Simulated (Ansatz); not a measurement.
# SiGeH2 (triplet): from Hartree-Fock to the top rungs, cc-pVDZ

How much of the correlation energy of SiGeH2 (triplet) does each wave-function method recover here?

Program: Ansatz 0.2.0, Gaussian basis. Level of theory: cc-pVDZ, core rule «outside noble gas», up to 19 orbitals frozen. These are calculated values, not measurements.

The runs, in order: UHF; CCSD(T) on ROHF; CCSD(T) on UHF; BCCD(T) on ROHF; CISD; CCSDT(Q) on ROHF; CCSDT(Q) on UHF; CCSDTQ on ROHF; CASSCF and MRCISD+Q, 10 electrons in 10 orbitals; CASSCF and NEVPT4(SD), 10 electrons in 10 orbitals; CASSCF and NEVPT2, 10 electrons in 10 orbitals.

4 further runs of the same task are left out: 4 set aside as unsound or not needed.

**1. The system**

The geometry is a PBE0/def2-TZVP stationary point (not a proven minimum) of the parent state, kept for this charge and spin. No spin-orbit coupling is included. The filled d shell of Ge may be among the frozen orbitals whatever the setting's name suggests; the logs give the count.

4 atoms, charge 0, spin multiplicity 3.

Atoms are counted from 1 here; the program's logs count them from 0.

Bond lengths: Si1–Ge2 2.151 Å, Si1–H3 1.691 Å, Ge2–H3 1.746 Å, Ge2–H4 1.541 Å. Angles: Ge2–Si1–H3 52.4°, Si1–Ge2–H3 50.1°, Si1–Ge2–H4 159.6°, H3–Ge2–H4 109.5°, Si1–H3–Ge2 77.4°.

**2. UHF**

File in.yaml:

```yaml
crystal:
  periodic: [false, false, false]
  atoms:
    - {symbol: Si, position_ang: [0.000000, -0.003907, 1.566064]}
    - {symbol: Ge, position_ang: [0.000000, -0.023839, -0.584529]}
    - {symbol: H, position_ang: [0.000000, 1.326646, 0.522598]}
    - {symbol: H, position_ang: [0.000000, 0.500279, -2.034109]}
basis:
  gaussian: {orbitals: cc-pVDZ}
magnetization: {spin_polarized: true, initial_magnetization: 2}
hamiltonian: {xc: hf}
output: {orbitals: {seedname: orbitals}}
```

Started as:

```
> ansatz run in.yaml --threads 1 --pin off --events-out ev --progress --plain --max-ram 4096MiB --backend cpu
```

The runs that follow: CCSD(T) on ROHF; CCSD(T) on UHF; BCCD(T) on ROHF; CISD; CCSDT(Q) on ROHF; CCSDT(Q) on UHF; CCSDTQ on ROHF; CASSCF and MRCISD+Q, 10 electrons in 10 orbitals; CASSCF and NEVPT4(SD), 10 electrons in 10 orbitals; CASSCF and NEVPT2, 10 electrons in 10 orbitals.

**Question.** What will the summary of the whole plan be? Wanted: RCCSDTQ below the RHF energy; RMP2 from RCCSDTQ; UMP2 from RCCSDTQ; RCCSD from RCCSDTQ; RCCSD(T) from RCCSDTQ; UCCSD(T) from RCCSDTQ; RCCSDT(Q) from RCCSDTQ; UCCSDT(Q) from RCCSDTQ; NEVPT2 valence from RCCSDTQ.

As calculated:

| quantity | value |
| --- | --- |
| RCCSDTQ below the RHF energy | -5.6261 eV |
| RMP2 from RCCSDTQ | +1217.3 meV |
| UMP2 from RCCSDTQ | +1266.5 meV |
| RCCSD from RCCSDTQ | +283.5 meV |
| RCCSD(T) from RCCSDTQ | +57.8 meV |
| UCCSD(T) from RCCSDTQ | +56.3 meV |
| RCCSDT(Q) from RCCSDTQ | +1.4 meV |
| UCCSDT(Q) from RCCSDTQ | -2.6 meV |
| NEVPT2 valence from RCCSDTQ | +891.2 meV |
| NEVPT4(SD) valence from RCCSDTQ | +97.8 meV |
| levels within 1 kcal/mol (43 meV) | RCCSDT, UCCSDT, RCCSDT(Q), UCCSDT(Q) |
| T1 diagnostic | 0.033 |
| effectively unpaired electrons | 2.06 |

In words: RCCSD(T) lands +57.8 meV from the yardstick (1.0 % of the correlation energy). One determinant dominates. Of the multireference levels listed NEVPT4(SD) valence comes nearest in total energy (+97.8 meV), which doesn't show that its space is the better one. Coupled cluster took another determinant than the lowest Hartree-Fock one. These misses are within one basis, not against nature; the frozen cores of restricted and unrestricted runs differ, which can shift their rows.
